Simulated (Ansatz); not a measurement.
# ScPt: the cost of one run

Method: DFT r2SCAN, scalar-relativistic, plane waves, PAW, in Ansatz 0.2.0.

### Step 1. The system as given

The structure is cubic, space group Pm-3m (No. 221). Conventional cell: a = 3.270 Å, b = 3.270 Å, c = 3.270 Å, α = 90.00°, β = 90.00°, γ = 90.00°. Around Sc (site symmetry m-3m) lie 8 Pt at 2.83 Å. Around Pt (site symmetry m-3m) lie 8 Sc at 2.83 Å.

Coordinates:

```xyz
2
Lattice="3.2700 0.0000 0.0000 0.0000 3.2700 0.0000 0.0000 0.0000 3.2700" Properties=species:S:1:pos:R:3 pbc="T T T"
Sc    1.6350    1.6350    1.6350
Pt    0.0000    0.0000    0.0000
```

No relaxation comes first: the listed cell is the starting point.

### Step 2. The reference cell

The reference gives a free energy of -14680.0113 eV, pressure 2.06 GPa, largest force 0.000 eV/Å and gap on the mesh none (metal). It was computed beforehand with the settings of the runs below.

### Step 3. Setting up shifting one sublattice

Every Sc atom is moved by x along the Cartesian unit vector (-1.000, 0.000, 0.000); the cell and all other atoms stay fixed. Forces below are components along that vector, summed over the moved atoms.

### Step 4. x = -0.200 Å

File input.yaml:

```yaml
crystal:
  lattice:
    - [3.27, 0.0, 0.0]
    - [0.0, 3.27, 0.0]
    - [0.0, 0.0, 3.27]
  atoms:
    - { symbol: Sc, position: [0.5611620795, 0.5, 0.5] }
    - { symbol: Pt, position: [0.0, 0.0, 0.0] }
basis:
  ecutwfc: 500
kpoints:
  mp_grid: { grid: [14, 14, 14] }
hamiltonian:
  xc: r2scan
scf:
  occupations: { method: gaussian, width: 0.15 }
output:
  forces: true
  stress: true
  eigenvalues: true
```

Run with:

```console
$ ansatz run input.yaml --threads 1 --pin off --max-ram 2560MiB --backend cpu --events-out ev --progress --plain --runs-dir out
```

What time and memory should one allow on 1 thread of Arm Neoverse V1, shared host?

About 38 s, with a peak of 0.57 GiB.
